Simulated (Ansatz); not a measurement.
# HBrCl (doublet): wave-function methods side by side at distance Br1–H2 along a hydrogen transfer = 1.964 Å, cc-pVTZ

Aim: climb from Hartree-Fock through coupled cluster and multireference methods for HBrCl (doublet) at one geometry and basis, and see what each rung misses.

Program: Ansatz 0.2.0, Gaussian basis. Level of theory: cc-pVTZ, core rule «outside noble gas», up to 19 orbitals frozen. These are calculated values, not measurements.

Plan: UHF; CCSD(T) on ROHF; CCSD(T) on UHF; BCCD(T) on ROHF; CCSDT(Q) on ROHF; CCSDT(Q) on UHF; CASSCF and MRCISD+Q, 3 electrons in 3 orbitals; CASSCF and NEVPT2, 3 electrons in 3 orbitals; CASSCF and MRCISD+Q, 15 electrons in 9 orbitals; CASSCF and NEVPT2, 15 electrons in 9 orbitals.

### Step 1. What is computed

The geometry derives from fragments relaxed apart (PBE0/def2-TZVP) and kept rigid, so it is no stationary point. A hydrogen atom is moved between rigid fragments. No spin-orbit coupling is included. The filled d shell of Br may be among the frozen orbitals whatever the setting's name suggests; the logs give the count.

3 atoms, charge 0, spin multiplicity 2.

Atoms are counted from 1 here; the program's logs count them from 0.

Bond lengths: H2–Cl3 1.567 Å.

### Step 2. UHF

Contents of in.yaml:

```yaml
crystal:
  periodic: [false, false, false]
  atoms:
    - {symbol: Br, position_ang: [0.000000, 0.000000, -1.831667]}
    - {symbol: H, position_ang: [0.000000, 0.000000, 0.132333]}
    - {symbol: Cl, position_ang: [0.000000, 0.000000, 1.699333]}
basis:
  gaussian: {orbitals: cc-pVTZ}
magnetization: {spin_polarized: true, initial_magnetization: 1}
hamiltonian: {xc: hf}
output: {orbitals: {seedname: orbitals}}
```

Started as:

```console
> ansatz run in.yaml --threads 1 --pin off --events-out ev --progress --plain --max-ram 2816MiB --backend cpu
```

After this run come: CCSD(T) on ROHF; CCSD(T) on UHF; BCCD(T) on ROHF; CCSDT(Q) on ROHF; CCSDT(Q) on UHF; CASSCF and MRCISD+Q, 3 electrons in 3 orbitals; CASSCF and NEVPT2, 3 electrons in 3 orbitals; CASSCF and MRCISD+Q, 15 electrons in 9 orbitals; CASSCF and NEVPT2, 15 electrons in 9 orbitals.

Before running them: what should the planned runs give, taken together? Wanted: UCCSDT(Q) below the RHF energy; RMP2 from UCCSDT(Q); UMP2 from UCCSDT(Q); RCCSD from UCCSDT(Q); RCCSD(T) from UCCSDT(Q); UCCSD(T) from UCCSDT(Q); RCCSDT(Q) from UCCSDT(Q); NEVPT2 pair from UCCSDT(Q); MRCISD+Q pair from UCCSDT(Q).

The runs gave:

| quantity | value |
| --- | --- |
| UCCSDT(Q) below the RHF energy | -11.0526 eV |
| RMP2 from UCCSDT(Q) | +137.6 kJ/mol |
| UMP2 from UCCSDT(Q) | +139.5 kJ/mol |
| RCCSD from UCCSDT(Q) | +42.7 kJ/mol |
| RCCSD(T) from UCCSDT(Q) | +4.8 kJ/mol |
| UCCSD(T) from UCCSDT(Q) | +4.6 kJ/mol |
| RCCSDT(Q) from UCCSDT(Q) | +0.3 kJ/mol |
| NEVPT2 pair from UCCSDT(Q) | +139.6 kJ/mol |
| MRCISD+Q pair from UCCSDT(Q) | +23.9 kJ/mol |
| NEVPT2 valence from UCCSDT(Q) | +233.1 kJ/mol |
| levels within 1 kcal/mol (43 meV) | RCCSDT, UCCSDT, RCCSDT(Q) |
| T1 diagnostic | 0.012 |
| effectively unpaired electrons | 1.01 |

What this shows: RCCSD(T) misses by +4.8 kJ/mol, 0.5 % of the correlation energy. One determinant dominates. Of the multireference levels listed MRCISD+Q valence comes nearest in total energy (+23.9 kJ/mol), which doesn't show that its space is the better one. These misses are within one basis, not against nature; the frozen cores of restricted and unrestricted runs differ, which can shift their rows.
